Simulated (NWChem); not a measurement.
# SiNH2Cl2O (SMILES N[Si]([O])(Cl)Cl) at 4 levels

Aim: a comparison of 4 runs (UHF/STO-3G, UHF/3-21G, UB3LYP/6-31G*) of SiNH2Cl2O. 

The calculation is run with NWChem 7.3.0.

## Step 1: The molecule

The species is SiNH2Cl2O (7 atoms), meant as a doublet with charge 0. SMILES: `N[Si]([O])(Cl)Cl`. Geometry: relaxed at PBE0-D4/def2-TZVP. This is one conformer, not always the lowest.

Bond lengths: N1–Si2 1.706 Å, Si2–O3 1.616 Å, Si2–Cl4 2.028 Å, Si2–Cl5 2.028 Å, N1–H6 1.009 Å, N1–H7 1.009 Å. Angles: N1–Si2–O3 100.7°, N1–Si2–Cl4 110.0°, N1–Si2–Cl5 109.9°, O3–Si2–Cl4 113.4°, O3–Si2–Cl5 113.4°, Cl4–Si2–Cl5 109.1°, Si2–N1–H6 119.9°, Si2–N1–H7 119.9°, H6–N1–H7 112.5°.

## Step 2: Energy and forces at UHF/STO-3G (run 1)

File cl2h2nosi.nw:

```
start cl2h2nosi
memory stack 880 mb heap 220 mb global 1100 mb

geometry units atomic noautosym nocenter noautoz
  N    0.81258223  -0.15722521   1.84550653
  Si  -0.51324962   0.10620261  -1.08186821
  O    1.47984453  -1.49609617  -2.75087432
  Cl  -4.03891165  -1.39612966  -1.06334889
  Cl  -0.72659969   3.79683773  -2.09230477
  H    2.38918074   0.82921182   2.26729340
  H    0.71318264  -1.81149146   2.78904679
end

basis "ao basis" spherical bse
  * library STO-3G
end

scf
  nopen 1
  uhf
  thresh 1e-08
  maxiter 80
  print medium
end

task scf gradient
```

Started as:

```
$ nwchem cl2h2nosi.nw > cl2h2nosi.out
```

What it wrote:

```text
[...]
  functions       =    39
[...]
  wavefunction    = UHF
[...]
         Total SCF energy =  -1323.623169186021
      One electron energy =  -2560.556084781258
      Two electron energy =    872.780186817735
 Nuclear repulsion energy =    364.152728777501
                       Sz =      0.5000
                 Sz(Sz+1) =      0.7500
                      S^2 =      0.7548
[...]
                         UHF ENERGY GRADIENTS
    atom               coordinates                        gradient
                 x          y          z           x          y          z
   1 N       0.812582  -0.157225   1.845507    0.013133  -0.007722   0.003008
   2 Si     -0.513250   0.106203  -1.081868    0.002356  -0.013115  -0.058346
   3 O       1.479845  -1.496096  -2.750874   -0.034978   0.032200   0.049712
   4 Cl     -4.038912  -1.396130  -1.063349    0.023138   0.011229   0.002218
   5 Cl     -0.726600   3.796838  -2.092305    0.000620  -0.024129   0.009243
   6 H       2.389181   0.829212   2.267293   -0.004071  -0.002286  -0.002325
   7 H       0.713183  -1.811491   2.789047   -0.000199   0.003824  -0.003512
[...]
```

Run time: 11 s. Hardware: 1 thread of AMD EPYC 9R45 (Zen 5), shared host; peak memory 0.1 GiB.

## Step 3: Energy and forces at UHF/3-21G (run 2)

File work.nw:

```
start work
title "Cl2H2NOSi hf"
memory total 2200 mb

geometry units angstroms noautosym nocenter noautoz
 N      0.430000    -0.083200     0.976600
 Si    -0.271600     0.056200    -0.572500
 O      0.783100    -0.791700    -1.455700
 Cl    -2.137300    -0.738800    -0.562700
 Cl    -0.384500     2.009200    -1.107200
 H      1.264300     0.438800     1.199800
 H      0.377400    -0.958600     1.475900
end

basis spherical bse
 * library 3-21G
end

scf
 doublet
 uhf
 thresh 1e-08
 maxiter 80
 noprint "final vectors analysis"
end

task scf gradient
```

Started as:

```
$ nwchem work.nw > work.out
```

What it wrote:

```text
[...]
  functions       =    61
[...]
  wavefunction    = UHF
[...]
         Total SCF energy =  -1331.856342711348
      One electron energy =  -2566.847498600868
      Two electron energy =    870.838400861719
 Nuclear repulsion energy =    364.152755027801
                       Sz =      0.5000
                 Sz(Sz+1) =      0.7500
                      S^2 =      0.7553
[...]
                         UHF ENERGY GRADIENTS
    atom               coordinates                        gradient
                 x          y          z           x          y          z
   1 N       0.812582  -0.157225   1.845506   -0.011960   0.006581  -0.005221
   2 Si     -0.513250   0.106203  -1.081868    0.008079  -0.017095  -0.060145
   3 O       1.479844  -1.496096  -2.750874   -0.045338   0.039658   0.053996
   4 Cl     -4.038911  -1.396130  -1.063349    0.037887   0.018514   0.002366
   5 Cl     -0.726600   3.796837  -2.092305    0.000673  -0.039900   0.013951
   6 H       2.389181   0.829212   2.267293    0.007325  -0.000734  -0.003101
   7 H       0.713183  -1.811491   2.789047    0.003334  -0.007024  -0.001845
[...]
```

It took 8.4 s on 1 thread of AMD EPYC 9R45 (Zen 5), shared host; peak memory 0.099 GiB.

Run 3 isn't shown in full; the table further down has it.

## Step 4: Energy and forces at UB3LYP/6-31G(d) (Cartesian functions) (run 4)

File cl2h2nosi.nw:

```
start cl2h2nosi
memory stack 880 mb heap 220 mb global 1100 mb

geometry units angstrom noautosym nocenter noautoz
  N        0.430000      -0.083200       0.976600
  Si      -0.271600       0.056200      -0.572500
  O        0.783100      -0.791700      -1.455700
  Cl      -2.137300      -0.738800      -0.562700
  Cl      -0.384500       2.009200      -1.107200
  H        1.264300       0.438800       1.199800
  H        0.377400      -0.958600       1.475900
end

basis
  * library 6-31G*
end

dft
  xc b3lyp
  mult 2
  grid fine
  convergence energy 1e-08
  iterations 100
  mulliken
  print medium
end

task dft gradient
```

Started as:

```
$ nwchem cl2h2nosi.nw > cl2h2nosi.out
```

What it wrote:

```text
[...]
          Wavefunction type:  spin polarized.
          No. of atoms     :     7
          No. of electrons :    65
[...]
          Charge           :     0
          Spin multiplicity:     2
[...]
          AO basis - number of functions:    91
[...]
              XC Information
              --------------
                         B3LYP Method XC Potential
                     Hartree-Fock (Exact) Exchange  0.200
                        Slater Exchange Functional  0.800 local
                    Becke 1988 Exchange Functional  0.720 non-local
              Lee-Yang-Parr Correlation Functional  0.810
                  VWN I RPA Correlation Functional  0.190 local
[...]
 d= 0,ls=0.0,diis     1  -1340.9214829721 -1.71D+03  2.58D-02  4.35D-01     1.8
[...]
 d= 0,ls=0.0,diis    14  -1341.1589191142 -8.84D-09  3.30D-07  3.56D-10    20.8
[...]
         Total DFT energy =    -1341.158919114245
      One electron energy =    -2576.700025392595
           Coulomb energy =      965.183188533625
    Exchange-Corr. energy =      -93.794837283076
 Nuclear repulsion energy =      364.152755027801
[...]
      Total Density - Mulliken Population Analysis
     ---------------------------------------------
    Atom       Charge   Shell Charges
 -----------   ------   -------------------------------------------------------
    1 N    7     7.76   1.99  0.79  2.54  0.81  1.61  0.03
    2 Si  14    13.24   2.00  1.99  5.96  0.98  1.66 -0.04  0.32  0.37
    3 O    8     8.35   1.99  0.95  2.77  0.97  1.65  0.01
    4 Cl  17    17.20   2.00  1.99  5.97  1.46  3.66  0.54  1.61 -0.03
    5 Cl  17    17.20   2.00  1.99  5.97  1.46  3.66  0.54  1.61 -0.03
    6 H    1     0.63   0.49  0.13
    7 H    1     0.63   0.49  0.13
[...]
      <S2> =      0.7569 (Exact =     0.7500)
[...]
  wavefunction    = open shell
[...]
```

It took 27 s on 1 thread of AMD EPYC 9R45 (Zen 5), shared host; peak memory 0.13 GiB.

## Step 5: All runs side by side

```csv
run,level,iteration cap,module,energy (Eh),dipole moment (D),⟨S²⟩,largest force (eV/Å),wall time
1,UHF/STO-3G,80,scf,-1323.623169,2.80,0.755,3.537,11 s
2,UHF/3-21G,80,scf,-1331.856343,2.83,0.755,4.160,8.4 s
3,UB3LYP/6-31G* (spherical functions),100,dft,-1341.148235,3.32,0.757,0.547,40 s
4,UB3LYP/6-31G* (Cartesian functions),100,dft,-1341.158919,3.32,0.757,0.554,27 s
```

## Step 6: What came out

| quantity | value |
| --- | --- |
| run 4: total energy | -1341.15892 Eh |
| run 4: dipole moment | 3.32 D |
| run 4: HOMO energy (highest over α and β) | -8.43 eV |
| run 4: LUMO energy (lowest over α and β) | -5.06 eV |
| run 4: ⟨S²⟩ | 0.757 |
| run 4: largest force on an atom | 0.554 eV/Å |

The dipole moment (its size) runs from 2.80 D (UHF/STO-3G) to 3.32 D (UB3LYP/6-31G*). The two ends differ in method and basis. In run 1 the basis is minimal, so the values are rough. All runs together took 86 s, the longest 40 s.
